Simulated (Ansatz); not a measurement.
# B started on a Cs site and B started on a Cs site in perovskite CsPbBr3, 40 atoms, charge 0

Aim: let the atoms about the defect relax, then find its formation energy and its levels in the gap by PBEsol and HSE06.

Method: density functional theory in Ansatz 0.2.0, PAW datasets, plane waves.

## Step 1: Starting point

40 atoms (6 Cs, 2 B, 8 Pb, 24 Br); a = 11.763 Å, b = 11.763 Å, c = 11.763 Å, α = 90.00°, β = 90.00°, γ = 90.00°. All atoms were shaken off their sites by about 0.02 Å along each axis. Defect site 1: (0.500, 0.500, 0.500). Defect site 2: (0.000, 0.500, 0.500).

The runs, in order: (2) PBEsol relaxation at the single k point (¼, ¼, ¼), on 1 × NVIDIA GB300 Max-Q with 8 threads of Arm Neoverse-V2; (3) HSE06 single point at the single k point (¼, ¼, ¼), on 1 × NVIDIA GB300 Max-Q with 8 threads of Arm Neoverse-V2.

## Step 2: Relaxing the atoms with PBEsol

Input file in.yaml:

```yaml
crystal:
  lattice:
    - [11.763330, 0.000000, 0.000000]
    - [0.000000, 11.763330, 0.000000]
    - [0.000000, 0.000000, 11.763330]
  atoms:
    - { symbol: Cs, position: [0.999025, 0.997718, 0.000206] }
    - { symbol: Cs, position: [0.000127, 0.000614, 0.502750] }
    - { symbol: Cs, position: [0.000047, 0.496062, 0.998350] }
    - { symbol: Cs, position: [0.499975, 0.000577, 0.998406] }
    - { symbol: Cs, position: [0.500657, 0.999012, 0.498323] }
    - { symbol: Cs, position: [0.497779, 0.497696, 0.998550] }
    - { symbol: B, position: [0.998363, 0.499972, 0.498475] }
    - { symbol: B, position: [0.500507, 0.501739, 0.502459] }
    - { symbol: Pb, position: [0.249203, 0.250280, 0.253591] }
    - { symbol: Pb, position: [0.252194, 0.249575, 0.749040] }
    - { symbol: Pb, position: [0.249788, 0.751479, 0.252162] }
    - { symbol: Pb, position: [0.247873, 0.749728, 0.747926] }
    - { symbol: Pb, position: [0.749844, 0.250611, 0.249963] }
    - { symbol: Pb, position: [0.750712, 0.251755, 0.750902] }
    - { symbol: Pb, position: [0.749955, 0.750120, 0.250422] }
    - { symbol: Pb, position: [0.750384, 0.750565, 0.754943] }
    - { symbol: Br, position: [0.250799, 0.250881, 0.000520] }
    - { symbol: Br, position: [0.250358, 0.248140, 0.501157] }
    - { symbol: Br, position: [0.249889, 0.751898, 0.999486] }
    - { symbol: Br, position: [0.250023, 0.751234, 0.502276] }
    - { symbol: Br, position: [0.751752, 0.250527, 0.996418] }
    - { symbol: Br, position: [0.750714, 0.246913, 0.499584] }
    - { symbol: Br, position: [0.748545, 0.750450, 0.999946] }
    - { symbol: Br, position: [0.748654, 0.751711, 0.500552] }
    - { symbol: Br, position: [0.999762, 0.246976, 0.249389] }
    - { symbol: Br, position: [0.999741, 0.248594, 0.748441] }
    - { symbol: Br, position: [0.000141, 0.749409, 0.247045] }
    - { symbol: Br, position: [0.996722, 0.748308, 0.748010] }
    - { symbol: Br, position: [0.501901, 0.251470, 0.250519] }
    - { symbol: Br, position: [0.502070, 0.251349, 0.751905] }
    - { symbol: Br, position: [0.501739, 0.748260, 0.251625] }
    - { symbol: Br, position: [0.500426, 0.754065, 0.748008] }
    - { symbol: Br, position: [0.248308, 0.002245, 0.248423] }
    - { symbol: Br, position: [0.247598, 0.997570, 0.752174] }
    - { symbol: Br, position: [0.252493, 0.500944, 0.249314] }
    - { symbol: Br, position: [0.251783, 0.501981, 0.750013] }
    - { symbol: Br, position: [0.751468, 0.995434, 0.250162] }
    - { symbol: Br, position: [0.749181, 0.001368, 0.745572] }
    - { symbol: Br, position: [0.747565, 0.501440, 0.249399] }
    - { symbol: Br, position: [0.750279, 0.499276, 0.747306] }
  symmetry: { detect: false }
kpoints:
  mp_grid: { grid: [1, 1, 1], shift: [0.25, 0.25, 0.25] }
hamiltonian:
  xc: pbesol
scf:
  occupations: { method: fermi_dirac, width: 0.01 }
relax:
  f_tol: 0.03
  max_steps: 80
  escape_saddle: false
  adjacent_minimum: "off"
output:
  forces: true
  eigenvalues: true
  populations: true
```

Command:

```
$ ansatz run in.yaml --threads 8 --pin off --max-ram 118750MiB --runs-dir r --events-out ev --progress --plain --backend cuda --devices 0,
```

After this run come: HSE06 single point.

**Question.** What will these runs give? Wanted: for each run, formation energy; host gap; top filled to lowest empty.

The runs gave:

```
             level        time  formation energy (eV)  host gap (eV)  top filled to lowest empty (eV)
PBEsol, relaxation  48 s (GPU)                  10.04           1.37                             0.34
             HSE06  28 s (GPU)                  10.60           2.22                             0.96
```

```
     quantity                              value
   relaxation  38 recorded steps, 9.30 eV gained
largest shift                        3.35 Å (B7)
```

**In words.** Relaxation gains 9.30 eV, with shifts up to 3.35 Å (B7). The formation energy goes from 10.04 eV (PBEsol) to 10.60 eV (HSE06). The reservoirs are the elements' reference phases; where the defect changes the composition, the value depends on that choice. HSE06 puts 1 localised level over 0.1 eV inside the gap, at 1.53 (filled) eV, the tightest of them shared by about 4 atoms. No spin–orbit coupling is included; with elements this heavy it would shift the edges. The host's edges were read at Γ, so band-like levels at this k point need not coincide with them. One k point and a cell of this size can leave errors of several tenths of an eV.
